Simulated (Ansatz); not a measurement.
# SiAsH₂ (quartet): from Hartree-Fock to the top rungs, cc-pVTZ

The task here is to estimate one member of a computed series from the others.

Program: Ansatz 0.2.0, Gaussian basis. Level of theory: cc-pVTZ, core rule «outside noble gas», up to 19 orbitals frozen. These are calculated values, not measurements.

Plan: UHF; CCSD(T) on ROHF; CCSD(T) on UHF; BCCD(T) on ROHF; CCSDT(Q) on ROHF; CCSDT(Q) on UHF; CASSCF and MRCISD+Q, 11 electrons in 10 orbitals; CASSCF and NEVPT2, 11 electrons in 10 orbitals.

7 further runs of the same task are left out: 2 for a known fault of the program, 5 set aside as unsound or not needed. Runs told in other sessions of the task aren't counted.

### The geometry

The geometry is a PBE0/def2-TZVP stationary point (not a proven minimum). No spin-orbit coupling is included. The filled d shell of As may be among the frozen orbitals whatever the setting's name suggests.

4 atoms, charge 0, spin multiplicity 4.

Atoms are counted from 1 here; the program's logs count them from 0.

Bond lengths: Si1–As2 2.399 Å, Si1–H3 1.478 Å, Si1–H4 1.478 Å. Angles: As2–Si1–H3 121.2°, As2–Si1–H4 121.2°, H3–Si1–H4 117.6°.

Set-up of the first run:

Contents of in.yaml:

```yaml
crystal:
  periodic: [false, false, false]
  atoms:
    - {symbol: Si, position_ang: [0.000000, 0.000000, 1.696441]}
    - {symbol: As, position_ang: [0.000000, 0.000000, -0.702186]}
    - {symbol: H, position_ang: [0.000000, 1.264239, 2.462181]}
    - {symbol: H, position_ang: [0.000000, -1.264239, 2.462181]}
basis:
  gaussian: {orbitals: cc-pVTZ}
magnetization: {spin_polarized: true, initial_magnetization: 3}
hamiltonian: {xc: hf}
output: {orbitals: {seedname: orbitals}}
```

On the command line:

```
ansatz run in.yaml --threads 1 --pin off --events-out ev --progress --plain --max-ram 4096MiB --backend cpu
```

Among the steps run: UHF; CCSD(T) on ROHF; CCSD(T) on UHF; BCCD(T) on ROHF; CCSDT(Q) on ROHF; CCSDT(Q) on UHF; CASSCF and MRCISD+Q, 11 electrons in 10 orbitals; CASSCF and NEVPT2, 11 electrons in 10 orbitals.

One of the session's tables, all rows but one given; the rest of the session is left out.

```
          method  from UCCSDT(Q) (kJ/mol)
            ROHF                   +657.8
             UHF                        ?
            RMP2                   +123.2
            UMP2                   +128.6
           RCCSD                    +30.8
           UCCSD                    +29.3
        RCCSD(T)                     +6.2
        UCCSD(T)                     +5.4
         BCCD(T)                     +6.2
          RCCSDT                     +2.1
          UCCSDT                     +1.1
       RCCSDT(Q)                     +1.0
       UCCSDT(Q)                        0
  CASSCF valence                   +521.5
  NEVPT2 valence                   +131.6
  MRCISD valence                    +55.5
MRCISD+Q valence                     +9.9
```

Estimate the missing values for UHF.

**Answer.** from UCCSDT(Q) (kJ/mol): +632.5. In the column «from UCCSDT(Q) (kJ/mol)» it lies between CASSCF valence (+521.5) and ROHF (+657.8).

With the free atoms at the same levels and basis (separate runs), the atomisation energy is 7.409 eV at UCCSDT(Q), 7.405 eV at RCCSD(T), 7.393 eV at UCCSD(T), 5.276 eV at ROHF.

Limits of these values: Restricted and unrestricted rows rest on different reference determinants; a gap between their highest levels can come from leftover correlation error, from unlike frozen cores or from another state.
